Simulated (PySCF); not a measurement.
# C4H4BFSe: NMR shifts at several levels of theory, part 2 of 2

PySCF 2.14.0. Atoms count from 0. The steps go on from the part before.

**9. NMR shieldings: mPW1PW91/pcSseg-1**

What the job is given:

```
{"job": {"kind": "nmr", "xc": "mPW1PW91", "basis": "pcSseg-1", "pop": false}, "charge": 0, "multiplicity": 1}
F     -2.822805     0.447161     0.242640
B     -1.866188    -0.464364     0.101262
C     -0.390794    -0.019972     0.043596
C      0.724774    -0.914184    -0.113396
C      1.950892    -0.319990    -0.148119
Se     1.815485     1.525124     0.026526
C     -0.009070     1.302938     0.134284
H     -2.211029    -1.623494     0.021539
H      0.597956    -1.995915    -0.200432
H      2.922066    -0.801189    -0.260097
H     -0.673228     2.159116     0.256675
```

Method: GIAO mPW1PW91/pcSseg-1 NMR shielding, non-relativistic, gas phase.

The log of the run:

```text
coarse grid: 48424 points
cycle   1  E = -2680.8810032099  dE =  4.753e-02  |g| = 8.567e-01  |ddm| = 3.420e+00
cycle   2  E = -2680.8041168371  dE =  7.689e-02  |g| = 9.448e-01  |ddm| = 1.160e+00
cycle   3  E = -2680.9402737148  dE = -1.362e-01  |g| = 1.990e-01  |ddm| = 9.341e-01
cycle   4  E = -2680.9489568495  dE = -8.683e-03  |g| = 6.738e-02  |ddm| = 2.668e-01
cycle   5  E = -2680.9501665127  dE = -1.210e-03  |g| = 2.201e-02  |ddm| = 8.218e-02
cycle   6  E = -2680.9502514714  dE = -8.496e-05  |g| = 2.554e-03  |ddm| = 1.500e-02
cycle   7  E = -2680.9502518928  dE = -4.214e-07  |g| = 1.726e-03  |ddm| = 3.722e-03
final grid: 102208 points
cycle   8  E = -2680.9502795857  dE =  2.401e-06  |g| = 3.380e-03  |ddm| = 5.254e-03
cycle   9  E = -2680.9502691758  dE =  1.041e-05  |g| = 6.898e-03  |ddm| = 9.906e-03
cycle  10  E = -2680.9502828436  dE = -1.367e-05  |g| = 3.257e-04  |ddm| = 6.641e-03
cycle  11  E = -2680.9502828687  dE = -2.512e-08  |g| = 2.183e-05  |ddm| = 2.367e-04
cycle  12  E = -2680.9502828688  dE = -8.822e-11  |g| = 1.104e-05  |ddm| = 2.942e-05
converged SCF energy = -2680.9502828688

GIAO shielding tensors (ppm)
atom      isotropic    diamagn.    paramagn.     s11        s22        s33       span
  0 F      216.567     467.594    -251.027     33.545    128.453    487.702    454.157
  1 B       58.269     191.299    -133.030     21.525     67.617     85.665     64.140
  2 C       37.388     254.339    -216.951    -51.950     16.551    147.563    199.514
  3 C       41.273     250.963    -209.690    -46.920     29.446    141.291    188.211
  4 C       42.197     256.404    -214.206    -51.039     42.273    135.358    186.397
  5 Se    1085.369    2997.220   -1911.851    770.977   1169.191   1315.940    544.963
  6 C       23.442     255.143    -231.701    -84.659     13.450    141.535    226.194
  7 H       25.749      28.370      -2.621     22.585     26.273     28.389      5.804
  8 H       23.661      30.604      -6.943     20.675     23.222     27.085      6.410
  9 H       23.724      30.002      -6.278     20.640     22.909     27.621      6.981
 10 H       22.594      30.692      -8.098     19.538     20.511     27.732      8.194
```

Run time: 18 s. Hardware: 1 thread of Arm Neoverse V1, shared host; peak memory 0.86 GiB.

Key values: δ C6 160.1, C2 146.2, C3 142.3, C4 141.3, H10 8.72, H8 7.66 ppm.

**10. Shielding tensors: PBE0/6-31G**

Same as in step 9 but for these lines:

```diff
@@ -1,2 +1,2 @@
-{"job": {"kind": "nmr", "xc": "mPW1PW91", "basis": "pcSseg-1", "pop": false}, "charge": 0, "multiplicity": 1}
+{"job": {"kind": "nmr", "xc": "PBE0", "basis": "6-31G", "pop": true}, "charge": 0, "multiplicity": 1}
 F     -2.822805     0.447161     0.242640
```

Level: GIAO PBE0/6-31G NMR shielding, non-relativistic, gas phase.

The log of the run:

```text
coarse grid: 48424 points
cycle   1  E = -2680.0265829643  dE =  2.310e-01  |g| = 5.121e-01  |ddm| = 3.627e+00
cycle   2  E = -2679.9748505744  dE =  5.173e-02  |g| = 7.507e-01  |ddm| = 1.225e+00
cycle   3  E = -2680.0792785436  dE = -1.044e-01  |g| = 6.163e-02  |ddm| = 7.571e-01
cycle   4  E = -2680.0798796426  dE = -6.011e-04  |g| = 2.206e-02  |ddm| = 8.390e-02
cycle   5  E = -2680.0799747769  dE = -9.513e-05  |g| = 1.051e-02  |ddm| = 3.934e-02
cycle   6  E = -2680.0800029477  dE = -2.817e-05  |g| = 2.227e-03  |ddm| = 1.419e-02
cycle   7  E = -2680.0800040046  dE = -1.057e-06  |g| = 1.215e-03  |ddm| = 4.204e-03
final grid: 102208 points
cycle   8  E = -2680.0800426444  dE =  9.511e-07  |g| = 2.198e-03  |ddm| = 3.861e-03
cycle   9  E = -2680.0800389543  dE =  3.690e-06  |g| = 4.180e-03  |ddm| = 7.300e-03
cycle  10  E = -2680.0800439914  dE = -5.037e-06  |g| = 2.874e-04  |ddm| = 4.929e-03
cycle  11  E = -2680.0800440133  dE = -2.191e-08  |g| = 1.541e-05  |ddm| = 3.667e-04
cycle  12  E = -2680.0800440134  dE = -4.638e-11  |g| = 3.464e-06  |ddm| = 2.026e-05
converged SCF energy = -2680.0800440134

GIAO shielding tensors (ppm)
atom      isotropic    diamagn.    paramagn.     s11        s22        s33       span
  0 F      212.984     467.182    -254.198     18.967    117.801    502.185    483.217
  1 B       72.565     195.393    -122.828     36.836     81.441     99.419     62.583
  2 C       61.970     252.575    -190.604    -21.816     46.708    161.019    182.835
  3 C       68.009     256.077    -188.068     -9.244     57.237    156.034    165.279
  4 C       65.192     268.670    -203.478    -16.838     61.433    150.981    167.819
  5 Se    1403.795    2990.851   -1587.056   1179.712   1511.883   1519.791    340.079
  6 C       47.685     267.430    -219.745    -50.755     38.014    155.795    206.550
  7 H       26.234      29.200      -2.965     23.551     26.257     28.894      5.344
  8 H       24.838      30.127      -5.289     21.731     24.552     28.230      6.499
  9 H       25.157      30.599      -5.441     22.210     24.636     28.626      6.416
 10 H       23.902      31.408      -7.506     20.858     22.610     28.238      7.380
```

Run time: 10 s. Hardware: 1 thread of Arm Neoverse V1, shared host; peak memory 0.53 GiB.

This run: δ C6 151.9, C2 137.6, C4 134.3, C3 131.5, H10 8.71, H8 7.77 ppm.

**11. Nuclear shieldings: PBE0/STO-3G**

Same as in step 10 but for these lines:

```diff
@@ -1,2 +1,2 @@
-{"job": {"kind": "nmr", "xc": "PBE0", "basis": "6-31G", "pop": true}, "charge": 0, "multiplicity": 1}
+{"job": {"kind": "nmr", "xc": "PBE0", "basis": "STO-3G", "pop": true}, "charge": 0, "multiplicity": 1}
 F     -2.822805     0.447161     0.242640
```

Level: GIAO PBE0/STO-3G NMR shielding, non-relativistic, gas phase.

The log of the run:

```text
coarse grid: 48424 points
cycle   1  E = -2650.2003604701  dE = -1.936e+00  |g| = 5.288e-01  |ddm| = 4.721e+00
cycle   2  E = -2650.1077854294  dE =  9.258e-02  |g| = 8.095e-01  |ddm| = 2.063e+00
cycle   3  E = -2650.3276731848  dE = -2.199e-01  |g| = 8.597e-02  |ddm| = 1.140e+00
cycle   4  E = -2650.3300149247  dE = -2.342e-03  |g| = 3.795e-02  |ddm| = 1.818e-01
cycle   5  E = -2650.3304008966  dE = -3.860e-04  |g| = 1.558e-02  |ddm| = 6.546e-02
cycle   6  E = -2650.3304789750  dE = -7.808e-05  |g| = 4.056e-03  |ddm| = 2.520e-02
cycle   7  E = -2650.3304839161  dE = -4.941e-06  |g| = 1.093e-03  |ddm| = 6.295e-03
final grid: 102208 points
cycle   8  E = -2650.3304866570  dE =  6.282e-07  |g| = 1.788e-03  |ddm| = 3.815e-03
cycle   9  E = -2650.3304844274  dE =  2.230e-06  |g| = 3.172e-03  |ddm| = 6.440e-03
cycle  10  E = -2650.3304876874  dE = -3.260e-06  |g| = 1.842e-04  |ddm| = 4.200e-03
cycle  11  E = -2650.3304876995  dE = -1.210e-08  |g| = 2.901e-05  |ddm| = 2.876e-04
cycle  12  E = -2650.3304876997  dE = -2.510e-10  |g| = 7.783e-06  |ddm| = 4.488e-05
converged SCF energy = -2650.3304876997

GIAO shielding tensors (ppm)
atom      isotropic    diamagn.    paramagn.     s11        s22        s33       span
  0 F      220.346     451.977    -231.630    -13.978     48.503    626.513    640.491
  1 B       88.908     200.523    -111.615     70.677     71.634    124.414     53.737
  2 C      116.955     254.258    -137.303     45.794     99.460    205.611    159.817
  3 C      120.076     255.478    -135.402     56.876    112.724    190.627    133.750
  4 C      115.508     257.674    -142.166     40.495    114.902    191.127    150.631
  5 Se    2214.895    2974.371    -759.475   2076.474   2237.607   2330.606    254.132
  6 C      105.307     257.351    -152.043     21.317    102.181    192.423    171.106
  7 H       27.045      30.691      -3.646     25.201     26.411     29.523      4.322
  8 H       25.717      31.649      -5.931     21.816     25.594     29.742      7.926
  9 H       25.782      30.125      -4.343     22.269     25.944     29.134      6.864
 10 H       24.916      31.513      -6.597     21.343     24.645     28.759      7.415
```

It took 5.3 s on 1 thread of Arm Neoverse V1, shared host; peak memory 0.42 GiB.

Key values: δ C6 129.4, C4 119.2, C2 117.7, C3 114.6, H10 7.69, H8 6.89 ppm.

**12. Run by run: NMR shifts**

Shifts (ppm) of some atoms, chosen among heavy atoms and hydrogens apart, with basis size and wall time:

| run | C6 | C2 | C3 | H10 | H7 | F0 | Se5 | functions | time |
| --- | --- | --- | --- | --- | --- | --- | --- | --- | --- |
| CAM-B3LYP/pcSseg-1 | 166.2 | 149.2 | 144.8 | 8.74 | 5.57 | -26.7 | 678 | 163 | 28 s |
| LDA/pcSseg-1 | 159.9 | 153.2 | 146.1 | 8.58 | 5.89 | -37.3 | 716 | 163 | 24 s |
| HF/pcSseg-1 | 171.0 | 142.9 | 142.3 | 9.13 | 5.26 | -33.0 | 648 | 163 | 12 s |
| B97-D/pcSseg-1 | 150.6 | 140.7 | 135.6 | 8.46 | 5.50 | -54.4 | 618 | 163 | 29 s |
| wB97X-D/pcSseg-1 | 162.3 | 145.7 | 142.9 | 8.75 | 5.53 | -38.5 | 682 | 163 | 27 s |
| BLYP/pcSseg-1 | 155.8 | 147.3 | 140.5 | 8.44 | 5.57 | -45.5 | 611 | 163 | 26 s |
| B3LYP/pcSseg-1 | 161.1 | 147.7 | 142.4 | 8.63 | 5.50 | -40.6 | 645 | 163 | 18 s |
| mPW1PW91/pcSseg-1 | 160.1 | 146.2 | 142.3 | 8.72 | 5.57 | -38.7 | 674 | 163 | 18 s |
| PBE0/6-31G | 151.9 | 137.6 | 131.5 | 8.71 | 6.38 | -35.6 | 584 | 89 | 10 s |
| PBE0/STO-3G | 129.4 | 117.7 | 114.6 | 7.69 | 5.56 | 84.1 | 248 | 52 | 5.3 s |

**13. Results**

This closing draws on all 2 parts.

| quantity | value |
| --- | --- |
| ¹³C shifts against TMS (CAM-B3LYP/pcSseg-1) | 166.2, 149.2, 146.1, 144.8 ppm |
| ¹H shifts against TMS (CAM-B3LYP/pcSseg-1) | 8.74, 7.59, 7.56, 5.57 ppm |
| ¹⁹F shifts against CFCl3 (CAM-B3LYP/pcSseg-1) | -26.7 ppm |
| ¹¹B shifts against BF3·OEt2 (CAM-B3LYP/pcSseg-1) | 45.1 ppm |
| ⁷⁷Se shifts against Me2Se (CAM-B3LYP/pcSseg-1) | 678 ppm |
| range of the shift of Se5 (minimal bases aside) | 584 to 716 ppm |
| property runs in this session | 10, of which 0 failed and 1 gave unsound results |

Single values in the summary come from the first sound run of each kind (CAM-B3LYP/pcSseg-1), which need not be the best level. At CAM-B3LYP/pcSseg-1: The widest tensor belongs to Se5: span 599 ppm, with a paramagnetic part of -1953 ppm. NICS(1)zz of -25 ppm above the planar ring from C2 marks a diatropic (aromatic) ring current. Leaving out the minimal-basis runs, which are unusable for shieldings: In ppm, Se5 moves most: its shift spreads over 133 ppm, from 584 (PBE0/6-31G) to 716 (LDA/pcSseg-1). Spin-orbit coupling is left out, which matters for shieldings and couplings at and beside the heavy atoms.
